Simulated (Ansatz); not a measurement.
**GaPHS (doublet): RPA-PBE over a scan of the distance P1–Ga2, cc-pVDZ**

How well do these functionals follow the top wave-function level for GaPHS (doublet) over a scan of the distance P1–Ga2?

Method: cc-pVDZ, all electrons in the functionals, frozen cores in the correlation of double hybrids and RPA; program: Ansatz 0.2.0, Gaussian basis.

Plan: RPA-PBE, at 1.777 Å; 2.070 Å; 2.268 Å; 2.539 Å; 2.772 Å; 3.087 Å; 3.629 Å; 4.096 Å; 4.966 Å; 6.231 Å; 7.550 Å.

49 further runs of the same task are left out: 7 for a known fault of the program, 4 for a mislabelled method, 30 that didn't finish, 8 set aside as unsound or not needed.

## 1. The system

The geometry derives from a PBE0/def2-TZVP stationary point (not a proven minimum). One bond is set to the value named and the two fragments are kept rigid. No spin-orbit coupling is included. The filled d shell of Ga may be among the frozen orbitals whatever the setting's name suggests; the logs give the count.

4 atoms, charge 0, spin multiplicity 2.

Atoms are counted from 1 here; the program's logs count them from 0.

Bond lengths: P1–Ga2 2.268 Å, P1–H4 1.428 Å, Ga2–S3 2.019 Å. Angles: Ga2–P1–H4 89.2°, P1–Ga2–S3 178.3°.

No dispersion term is added.

The geometry shown and the zero of energy belong to the point 2.268 Å. The yardstick, UCCSDT(Q), and other wave-function levels (R restricted, U unrestricted, valence and pair active spaces) come from earlier runs.

## 2. RPA-PBE, 1.777 Å

Contents of in.yaml:

```yaml
crystal:
  periodic: [false, false, false]
  atoms:
    - {symbol: P, position_ang: [-0.000002, -0.390856, 1.384901]}
    - {symbol: Ga, position_ang: [0.000008, -0.328445, -0.391003]}
    - {symbol: S, position_ang: [-0.000005, -0.317080, -2.410052]}
    - {symbol: H, position_ang: [-0.000001, 1.036381, 1.416154]}
basis:
  gaussian: {orbitals: cc-pVDZ}
magnetization: {spin_polarized: true, initial_magnetization: 1}
hamiltonian: {xc: {name: PBE}}
correlation: {method: rpa, electrons: outside_noble_gas}
```

Command:

```sh
ansatz run in.yaml --threads 1 --pin off --events-out ev --progress --plain --max-ram 2393MiB
```

Output:

```text
Functional definition: PBE
  name "PBE"
  cite "Perdew, Burke & Ernzerhof, Phys. Rev. Lett. 77, 3865 (1996) doi:10.1103/PhysRevLett.77.3865"
  parent pbe
  parameter kappa = 0.804
  parameter beta = 0.06672455060314922
  exchange = pbe_x(kappa = kappa, mu = beta*pi^2/3)
  correlation = pbe_c(beta = beta)
752 factors; integrals over basis functions are off by at most 1.3e-3 eV
mean field evaluation 1: about -72496.2525 eV, gradient 1.8e1 eV
mean field evaluation 2: about -72496.2458 eV, gradient 1.8e1 eV
mean field evaluation 4: about -72494.7395 eV, gradient 1.9e1 eV
mean field evaluation 8: about -72498.2858 eV, gradient 1.2e-1 eV
mean field evaluation 16: about -72498.2857 eV, gradient 2.5e-4 eV
mean field evaluation 32: about -72497.3920 eV, gradient 6.0e-1 eV
mean field evaluation 64: about -72497.4070 eV, gradient 1.0e-2 eV
mean field -72498.28569829 eV, -2664.2628583092 hartree, gradient 5.7e-6 eV, S^2 0.756555; 7 other end points of the search recorded, 0 dependent functions left out
24 core orbitals not correlated: weight in the atoms' cores, before any rotation towards them, 0.916 or more for the frozen orbitals, at most 0.042 for the correlated occupied ones
reference -72434.71709932 eV, -2661.9267553852 hartree; 8, 7 occupied and 36, 37 virtual orbitals, 752 factors
Total energy: -72448.32222125 eV, -2662.4267343945 hartree
```

It took 12 s on 1 thread of Arm Neoverse V1, shared host.

From the report: ⟨S²⟩ of the determinant 0.757 (pure doublet: 0.75).

## 3. RPA-PBE, 2.070 Å

Contents of in.yaml:

```yaml
crystal:
  periodic: [false, false, false]
  atoms:
    - {symbol: P, position_ang: [-0.000002, -0.396001, 1.531310]}
    - {symbol: Ga, position_ang: [0.000008, -0.323300, -0.537412]}
    - {symbol: S, position_ang: [-0.000005, -0.311935, -2.556461]}
    - {symbol: H, position_ang: [-0.000001, 1.031236, 1.562563]}
basis:
  gaussian: {orbitals: cc-pVDZ}
magnetization: {spin_polarized: true, initial_magnetization: 1}
hamiltonian: {xc: {name: PBE}}
correlation: {method: rpa, electrons: outside_noble_gas}
```

Same command.

Output, shortened:

```text
Functional definition: PBE
  name "PBE"
  cite "Perdew, Burke & Ernzerhof, Phys. Rev. Lett. 77, 3865 (1996) doi:10.1103/PhysRevLett.77.3865"
  parent pbe
[...]
753 factors; integrals over basis functions are off by at most 1.3e-3 eV
[...]
mean field -72500.70341768 eV, -2664.3517078581 hartree, gradient 4.0e-6 eV, S^2 0.757333; 4 other end points of the search recorded, 0 dependent functions left out
24 core orbitals not correlated: weight in the atoms' cores, before any rotation towards them, 0.941 or more for the frozen orbitals, at most 0.040 for the correlated occupied ones
reference -72437.36042005 eV, -2662.0238956306 hartree; 8, 7 occupied and 36, 37 virtual orbitals, 753 factors
Total energy: -72451.11228876 eV, -2662.5292674840 hartree
```

Run time: 8 s. Hardware: 1 thread of Arm Neoverse V1, shared host.

From the report: ⟨S²⟩ of the determinant 0.757 (pure doublet: 0.75).

## 4. RPA-PBE, 2.268 Å

Contents of in.yaml:

```yaml
crystal:
  periodic: [false, false, false]
  atoms:
    - {symbol: P, position_ang: [-0.000003, -0.399478, 1.630239]}
    - {symbol: Ga, position_ang: [0.000009, -0.319823, -0.636341]}
    - {symbol: S, position_ang: [-0.000004, -0.308458, -2.655390]}
    - {symbol: H, position_ang: [-0.000002, 1.027759, 1.661492]}
basis:
  gaussian: {orbitals: cc-pVDZ}
magnetization: {spin_polarized: true, initial_magnetization: 1}
hamiltonian: {xc: {name: PBE}}
correlation: {method: rpa, electrons: outside_noble_gas}
```

Same command.

Output, shortened:

```text
Functional definition: PBE
  name "PBE"
  cite "Perdew, Burke & Ernzerhof, Phys. Rev. Lett. 77, 3865 (1996) doi:10.1103/PhysRevLett.77.3865"
  parent pbe
[...]
754 factors; integrals over basis functions are off by at most 9.6e-4 eV
[...]
mean field -72500.99180666 eV, -2664.3623059573 hartree, gradient 2.4e-6 eV, S^2 0.756439; 4 other end points of the search recorded, 0 dependent functions left out
24 core orbitals not correlated: weight in the atoms' cores, before any rotation towards them, 0.952 or more for the frozen orbitals, at most 0.038 for the correlated occupied ones
reference -72437.82930199 eV, -2662.0411267238 hartree; 8, 7 occupied and 36, 37 virtual orbitals, 754 factors
Total energy: -72451.54268143 eV, -2662.5450841231 hartree
```

Wall time 12 s (1 thread of Arm Neoverse V1, shared host).

From the report: ⟨S²⟩ of the determinant 0.756 (pure doublet: 0.75).

## 5. RPA-PBE, 2.539 Å

Contents of in.yaml:

```yaml
crystal:
  periodic: [false, false, false]
  atoms:
    - {symbol: P, position_ang: [-0.000004, -0.404237, 1.765666]}
    - {symbol: Ga, position_ang: [0.000010, -0.315064, -0.771768]}
    - {symbol: S, position_ang: [-0.000003, -0.303699, -2.790817]}
    - {symbol: H, position_ang: [-0.000003, 1.023000, 1.796919]}
basis:
  gaussian: {orbitals: cc-pVDZ}
magnetization: {spin_polarized: true, initial_magnetization: 1}
hamiltonian: {xc: {name: PBE}}
correlation: {method: rpa, electrons: outside_noble_gas}
```

Same command.

Output, shortened:

```text
Functional definition: PBE
  name "PBE"
  cite "Perdew, Burke & Ernzerhof, Phys. Rev. Lett. 77, 3865 (1996) doi:10.1103/PhysRevLett.77.3865"
  parent pbe
[...]
754 factors; integrals over basis functions are off by at most 9.6e-4 eV
[...]
mean field -72500.75660117 eV, -2664.3536623152 hartree, gradient 3.0e-6 eV, S^2 0.755815; 2 other end points of the search recorded, 0 dependent functions left out
24 core orbitals not correlated: weight in the atoms' cores, before any rotation towards them, 0.960 or more for the frozen orbitals, at most 0.034 for the correlated occupied ones
reference -72437.77189069 eV, -2662.0390168977 hartree; 8, 7 occupied and 36, 37 virtual orbitals, 754 factors
Total energy: -72451.42589408 eV, -2662.5407922673 hartree
```

Run time: 10 s. Hardware: 1 thread of Arm Neoverse V1, shared host.

From the report: ⟨S²⟩ of the determinant 0.756 (pure doublet: 0.75).

From 2.268 Å: +11.3 kJ/mol.

## 6. RPA-PBE, 2.772 Å

Contents of in.yaml:

```yaml
crystal:
  periodic: [false, false, false]
  atoms:
    - {symbol: P, position_ang: [-0.000004, -0.408329, 1.882094]}
    - {symbol: Ga, position_ang: [0.000010, -0.310972, -0.888196]}
    - {symbol: S, position_ang: [-0.000003, -0.299607, -2.907245]}
    - {symbol: H, position_ang: [-0.000003, 1.018908, 1.913347]}
basis:
  gaussian: {orbitals: cc-pVDZ}
magnetization: {spin_polarized: true, initial_magnetization: 1}
hamiltonian: {xc: {name: PBE}}
correlation: {method: rpa, electrons: outside_noble_gas}
```

Same command.

Output, shortened:

```text
Functional definition: PBE
  name "PBE"
  cite "Perdew, Burke & Ernzerhof, Phys. Rev. Lett. 77, 3865 (1996) doi:10.1103/PhysRevLett.77.3865"
  parent pbe
[...]
754 factors; integrals over basis functions are off by at most 9.7e-4 eV
[...]
mean field -72500.34566931 eV, -2664.3385608477 hartree, gradient 4.9e-6 eV, S^2 0.758047; 2 other end points of the search recorded, 0 dependent functions left out
24 core orbitals not correlated: weight in the atoms' cores, before any rotation towards them, 0.963 or more for the frozen orbitals, at most 0.033 for the correlated occupied ones
reference -72437.38058390 eV, -2662.0246366383 hartree; 8, 7 occupied and 36, 37 virtual orbitals, 754 factors
Total energy: -72451.07423267 eV, -2662.5278689487 hartree
```

Run time: 8.5 s. Hardware: 1 thread of Arm Neoverse V1, shared host.

From the report: ⟨S²⟩ of the determinant 0.758 (pure doublet: 0.75).

From 2.268 Å: +45.2 kJ/mol.

## 7. RPA-PBE, 3.087 Å

Contents of in.yaml:

```yaml
crystal:
  periodic: [false, false, false]
  atoms:
    - {symbol: P, position_ang: [-0.000005, -0.413861, 2.039497]}
    - {symbol: Ga, position_ang: [0.000011, -0.305440, -1.045599]}
    - {symbol: S, position_ang: [-0.000002, -0.294075, -3.064648]}
    - {symbol: H, position_ang: [-0.000004, 1.013376, 2.070750]}
basis:
  gaussian: {orbitals: cc-pVDZ}
magnetization: {spin_polarized: true, initial_magnetization: 1}
hamiltonian: {xc: {name: PBE}}
correlation: {method: rpa, electrons: outside_noble_gas}
```

The command is unchanged.

Output, shortened:

```text
Functional definition: PBE
  name "PBE"
  cite "Perdew, Burke & Ernzerhof, Phys. Rev. Lett. 77, 3865 (1996) doi:10.1103/PhysRevLett.77.3865"
  parent pbe
[...]
754 factors; integrals over basis functions are off by at most 9.7e-4 eV
[...]
mean field -72499.74248942 eV, -2664.3163943957 hartree, gradient 3.9e-6 eV, S^2 0.771910; 6 other end points of the search recorded, 0 dependent functions left out
24 core orbitals not correlated: weight in the atoms' cores, before any rotation towards them, 0.963 or more for the frozen orbitals, at most 0.033 for the correlated occupied ones
reference -72436.67312588 eV, -2661.9986380356 hartree; 8, 7 occupied and 36, 37 virtual orbitals, 754 factors
Total energy: -72450.51594890 eV, -2662.5073523985 hartree
```

Run time: 11 s. Hardware: 1 thread of Arm Neoverse V1, shared host.

From the report: ⟨S²⟩ of the determinant 0.772 (pure doublet: 0.75).

From 2.268 Å: +99.1 kJ/mol.

## 8. RPA-PBE, 3.629 Å

Contents of in.yaml:

```yaml
crystal:
  periodic: [false, false, false]
  atoms:
    - {symbol: P, position_ang: [-0.000007, -0.423379, 2.310330]}
    - {symbol: Ga, position_ang: [0.000013, -0.295922, -1.316432]}
    - {symbol: S, position_ang: [0.000000, -0.284557, -3.335481]}
    - {symbol: H, position_ang: [-0.000006, 1.003858, 2.341583]}
basis:
  gaussian: {orbitals: cc-pVDZ}
magnetization: {spin_polarized: true, initial_magnetization: 1}
hamiltonian: {xc: {name: PBE}}
correlation: {method: rpa, electrons: outside_noble_gas}
```

Launched as before.

Output, shortened:

```text
Functional definition: PBE
  name "PBE"
  cite "Perdew, Burke & Ernzerhof, Phys. Rev. Lett. 77, 3865 (1996) doi:10.1103/PhysRevLett.77.3865"
  parent pbe
[...]
754 factors; integrals over basis functions are off by at most 9.7e-4 eV
[...]
mean field -72498.92321960 eV, -2664.2862867852 hartree, gradient 2.0e-6 eV, S^2 1.070242; 8 other end points of the search recorded, 0 dependent functions left out
24 core orbitals not correlated: weight in the atoms' cores, before any rotation towards them, 0.960 or more for the frozen orbitals, at most 0.036 for the correlated occupied ones
reference -72436.12951656 eV, -2661.9786607616 hartree; 8, 7 occupied and 36, 37 virtual orbitals, 754 factors
Total energy: -72449.74669105 eV, -2662.4790826940 hartree
```

Wall time 14 s (1 thread of Arm Neoverse V1, shared host).

From the report: ⟨S²⟩ of the determinant 1.070 (pure doublet: 0.75).

From 2.268 Å: +173.3 kJ/mol.

## 9. RPA-PBE, 4.096 Å

Contents of in.yaml:

```yaml
crystal:
  periodic: [false, false, false]
  atoms:
    - {symbol: P, position_ang: [-0.000008, -0.431579, 2.543685]}
    - {symbol: Ga, position_ang: [0.000014, -0.287722, -1.549787]}
    - {symbol: S, position_ang: [0.000001, -0.276357, -3.568836]}
    - {symbol: H, position_ang: [-0.000007, 0.995658, 2.574938]}
basis:
  gaussian: {orbitals: cc-pVDZ}
magnetization: {spin_polarized: true, initial_magnetization: 1}
hamiltonian: {xc: {name: PBE}}
correlation: {method: rpa, electrons: outside_noble_gas}
```

The command is unchanged.

Output, shortened:

```text
Functional definition: PBE
  name "PBE"
  cite "Perdew, Burke & Ernzerhof, Phys. Rev. Lett. 77, 3865 (1996) doi:10.1103/PhysRevLett.77.3865"
  parent pbe
[...]
756 factors; integrals over basis functions are off by at most 9.7e-4 eV
[...]
mean field -72498.59728973 eV, -2664.2743090835 hartree, gradient 8.7e-7 eV, S^2 1.490782; 8 other end points of the search recorded, 0 dependent functions left out
24 core orbitals not correlated: weight in the atoms' cores, before any rotation towards them, 0.958 or more for the frozen orbitals, at most 0.038 for the correlated occupied ones
reference -72436.55503795 eV, -2661.9942983841 hartree; 8, 7 occupied and 36, 37 virtual orbitals, 756 factors
Total energy: -72449.51536697 eV, -2662.4705816910 hartree
```

Run time: 17 s. Hardware: 1 thread of Arm Neoverse V1, shared host.

From the report: ⟨S²⟩ of the determinant 1.491 (pure doublet: 0.75). The determinant is far from a pure spin state, so its energy mixes those of several spin states (harmless only where they are near-degenerate, as at dissociation).

From 2.268 Å: +195.6 kJ/mol.

## 10. RPA-PBE, 4.966 Å

Contents of in.yaml:

```yaml
crystal:
  periodic: [false, false, false]
  atoms:
    - {symbol: P, position_ang: [-0.000010, -0.446857, 2.978417]}
    - {symbol: Ga, position_ang: [0.000016, -0.272444, -1.984519]}
    - {symbol: S, position_ang: [0.000003, -0.261079, -4.003568]}
    - {symbol: H, position_ang: [-0.000009, 0.980380, 3.009670]}
basis:
  gaussian: {orbitals: cc-pVDZ}
magnetization: {spin_polarized: true, initial_magnetization: 1}
hamiltonian: {xc: {name: PBE}}
correlation: {method: rpa, electrons: outside_noble_gas}
```

The command is unchanged.

Output, shortened:

```text
Functional definition: PBE
  name "PBE"
  cite "Perdew, Burke & Ernzerhof, Phys. Rev. Lett. 77, 3865 (1996) doi:10.1103/PhysRevLett.77.3865"
  parent pbe
[...]
756 factors; integrals over basis functions are off by at most 9.7e-4 eV
[...]
mean field -72498.42666696 eV, -2664.2680388123 hartree, gradient 7.0e-6 eV, S^2 1.720152; 9 other end points of the search recorded, 0 dependent functions left out
24 core orbitals not correlated: weight in the atoms' cores, before any rotation towards them, 0.956 or more for the frozen orbitals, at most 0.040 for the correlated occupied ones
reference -72436.84229522 eV, -2662.0048548941 hartree; 8, 7 occupied and 36, 37 virtual orbitals, 756 factors
Total energy: -72449.50490299 eV, -2662.4701971467 hartree
```

It took 19 s on 1 thread of Arm Neoverse V1, shared host.

From the report: ⟨S²⟩ of the determinant 1.720 (pure doublet: 0.75). The determinant is far from a pure spin state, so its energy mixes those of several spin states (harmless only where they are near-degenerate, as at dissociation).

From 2.268 Å: +196.6 kJ/mol.

## 11. RPA-PBE, 6.231 Å

Contents of in.yaml:

```yaml
crystal:
  periodic: [false, false, false]
  atoms:
    - {symbol: P, position_ang: [-0.000013, -0.469072, 3.610527]}
    - {symbol: Ga, position_ang: [0.000019, -0.250229, -2.616629]}
    - {symbol: S, position_ang: [0.000006, -0.238864, -4.635678]}
    - {symbol: H, position_ang: [-0.000012, 0.958165, 3.641780]}
basis:
  gaussian: {orbitals: cc-pVDZ}
magnetization: {spin_polarized: true, initial_magnetization: 1}
hamiltonian: {xc: {name: PBE}}
correlation: {method: rpa, electrons: outside_noble_gas}
```

Launched as before.

Output, shortened:

```text
Functional definition: PBE
  name "PBE"
  cite "Perdew, Burke & Ernzerhof, Phys. Rev. Lett. 77, 3865 (1996) doi:10.1103/PhysRevLett.77.3865"
  parent pbe
[...]
756 factors; integrals over basis functions are off by at most 9.7e-4 eV
[...]
mean field -72498.39149227 eV, -2664.2667461663 hartree, gradient 2.0e-6 eV, S^2 1.756643; 8 other end points of the search recorded, 0 dependent functions left out
24 core orbitals not correlated: weight in the atoms' cores, before any rotation towards them, 0.956 or more for the frozen orbitals, at most 0.040 for the correlated occupied ones
reference -72436.90158647 eV, -2662.0070338073 hartree; 8, 7 occupied and 36, 37 virtual orbitals, 756 factors
Total energy: -72449.52583066 eV, -2662.4709662243 hartree
```

It took 19 s on 1 thread of Arm Neoverse V1, shared host.

From the report: ⟨S²⟩ of the determinant 1.757 (pure doublet: 0.75). The determinant is far from a pure spin state, so its energy mixes those of several spin states (harmless only where they are near-degenerate, as at dissociation).

From 2.268 Å: +194.6 kJ/mol.

## 12. RPA-PBE, 7.550 Å

Contents of in.yaml:

```yaml
crystal:
  periodic: [false, false, false]
  atoms:
    - {symbol: P, position_ang: [-0.000017, -0.492234, 4.269620]}
    - {symbol: Ga, position_ang: [0.000023, -0.227067, -3.275722]}
    - {symbol: S, position_ang: [0.000010, -0.215702, -5.294771]}
    - {symbol: H, position_ang: [-0.000016, 0.935003, 4.300873]}
basis:
  gaussian: {orbitals: cc-pVDZ}
magnetization: {spin_polarized: true, initial_magnetization: 1}
hamiltonian: {xc: {name: PBE}}
correlation: {method: rpa, electrons: outside_noble_gas}
```

Launched as before.

Output, shortened:

```text
Functional definition: PBE
  name "PBE"
  cite "Perdew, Burke & Ernzerhof, Phys. Rev. Lett. 77, 3865 (1996) doi:10.1103/PhysRevLett.77.3865"
  parent pbe
[...]
756 factors; integrals over basis functions are off by at most 9.7e-4 eV
[...]
mean field -72498.38805193 eV, -2664.2666197360 hartree, gradient 3.0e-6 eV, S^2 1.758355; 8 other end points of the search recorded, 0 dependent functions left out
24 core orbitals not correlated: weight in the atoms' cores, before any rotation towards them, 0.956 or more for the frozen orbitals, at most 0.040 for the correlated occupied ones
reference -72436.90469280 eV, -2662.0071479629 hartree; 8, 7 occupied and 36, 37 virtual orbitals, 756 factors
Total energy: -72449.52653374 eV, -2662.4709920620 hartree
```

Wall time 28 s (1 thread of Arm Neoverse V1, shared host); peak memory 0.32 GiB.

From the report: ⟨S²⟩ of the determinant 1.758 (pure doublet: 0.75). The determinant is far from a pure spin state, so its energy mixes those of several spin states (harmless only where they are near-degenerate, as at dissociation).

From 2.268 Å: +194.5 kJ/mol.

## 13. The comparison

The yardstick is UCCSDT(Q), where the cluster series has nearly closed. It comes from earlier runs at the same points. Energies in kJ/mol, counted from 2.268 Å; blanks weren't run or aren't comparable.

```
    level  1.777 Å  2.070 Å  2.268 Å  2.539 Å  2.772 Å  3.087 Å  3.629 Å  4.096 Å  4.966 Å  6.231 Å  7.550 Å
UCCSDT(Q)    313.9     43.9      0.0     12.3     48.8                               201.0    202.7    203.0
  RPA-PBE    310.7     41.5      0.0     11.3     45.2     99.1    173.3    195.6    196.6    194.6    194.5
```

Largest miss and mean time a point (UCCSDT(Q) took 5.2 min a point; shared hosts):

```
  level  largest miss (kJ/mol)    where  time a point
RPA-PBE                   -8.5  7.550 Å          14 s
```

## 14. Summary of results

| quantity | value |
| --- | --- |
| span of the UCCSDT(Q) curve (points where it is known) | 313.9 kJ/mol |
| largest miss, RPA-PBE | -8.5 kJ/mol (7.550 Å) |

Misses are known at 7 of 10 points at best, and only functionals with that many are ranked. RPA-PBE strays by up to 8.5 kJ/mol, at 7.550 Å. RPA-PBE clearly breaks the spin symmetry at some points (⟨S²⟩ up to 1.01 above the pure value), so energy there is bought with a mixed spin. Functionals and the yardstick converge differently with the basis, so part of each miss in cc-pVDZ is the basis.
